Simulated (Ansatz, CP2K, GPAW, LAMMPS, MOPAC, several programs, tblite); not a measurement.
# What cheap methods get right for NaLiCl2

How much accuracy does each second buy? NaLiCl2 is computed with 12 methods, from the cheapest up to r2SCAN.

Program: LAMMPS, MOPAC, tblite, CP2K, GPAW, Ansatz (versions at each run). Level of theory: no spin polarisation, static lattice; gaps from single points on the cell relaxed beforehand with r²SCAN. These are calculated values, not measurements.

1 further run of the same task is left out (set aside as unsound or not needed).

## (1) The system as given

The structure is trigonal, space group R-3m (No. 166). The conventional cell has a = 3.783 Å, b = 3.783 Å, c = 18.743 Å, α = 90.00°, β = 90.00°, γ = 120.00°. Around Li (site symmetry -3m) lie 6 Cl at 2.61 Å. Around Na (site symmetry -3m) lie 6 Cl at 2.76 Å. Cl (site symmetry 3m) is surrounded by 3 Li at 2.61 Å and 3 Na at 2.76 Å.

Structure file:

```cif
data_structure
_symmetry_space_group_name_H-M 'R-3m:H'
_symmetry_Int_Tables_number 166
_cell_length_a 3.7832
_cell_length_b 3.7832
_cell_length_c 18.7429
_cell_angle_alpha 90.000
_cell_angle_beta 90.000
_cell_angle_gamma 120.000
_cell_volume 232.32
loop_
_atom_site_label
_atom_site_type_symbol
_atom_site_symmetry_multiplicity
_atom_site_Wyckoff_symbol
_atom_site_fract_x
_atom_site_fract_y
_atom_site_fract_z
_atom_site_occupancy
Li1 Li 3 a 0.00000 0.00000 0.00000 1
Na1 Na 3 b 0.66667 0.33333 0.83333 1
Cl1 Cl 6 c 0.33333 0.66667 0.92335 1
```

The structure type (ordered alloy on rocksalt lattice) is imposed and need not be the compound's stable one.

**Question.** The methods are ffield.eim, PM6, PM7, GFN1-xTB (tblite), GFN2-xTB (tblite), PBE/DZVP, PBE/single-zeta, PBE/SZV, coarse PBE, GLLB-SC, PBE, r2SCAN. What gap does r2SCAN give on this cell, and which other methods (full PBE left aside) come nearest to r2SCAN and farthest in gap, volume and bulk modulus?

| quantity | value |
| --- | --- |
| r2SCAN | gap 6.43 eV, 19.36 Å³/atom, B₀ 31 GPa |
| gap: nearest and farthest of the other methods | coarse PBE (-0.84 eV), PM7 (+4.30 eV) |
| volume: nearest and farthest of the other methods | ffield.eim (+2.0 %), GFN1-xTB (tblite) (-11.8 %) |
| bulk modulus: nearest and farthest of the other methods | GFN1-xTB (tblite) (+4 %), ffield.eim (+310 %) |

In words: For the gap, of the 9 methods compared (full PBE left aside), coarse PBE comes nearest to r2SCAN and PM7 is farthest. Among the 7 methods compared for the volume (full PBE left aside), ffield.eim is nearest to r2SCAN and GFN1-xTB (tblite) farthest. Among the 7 methods compared for the bulk modulus (full PBE left aside), GFN1-xTB (tblite) is nearest to r2SCAN and ffield.eim farthest. A minimal basis or a coarse cutoff and mesh shifts results by its own error, so closeness to r2SCAN can be chance. Cluster runs see only the k-points that fold onto the zone centre, so their gaps can miss the band edges. GLLB-SC is compared with its derivative discontinuity added. No volume is given for PM6, PBE/single-zeta, which can hide a larger miss. CPU times run from 0.22 s (ffield.eim) to 2.8 min (GLLB-SC). On this cell PBE/DZVP, PBE/single-zeta, PBE/SZV, GLLB-SC cost more than r2SCAN itself (30 s), so they are no saving here. r2SCAN is a yardstick, not the truth: it usually gives gaps below the measured ones.
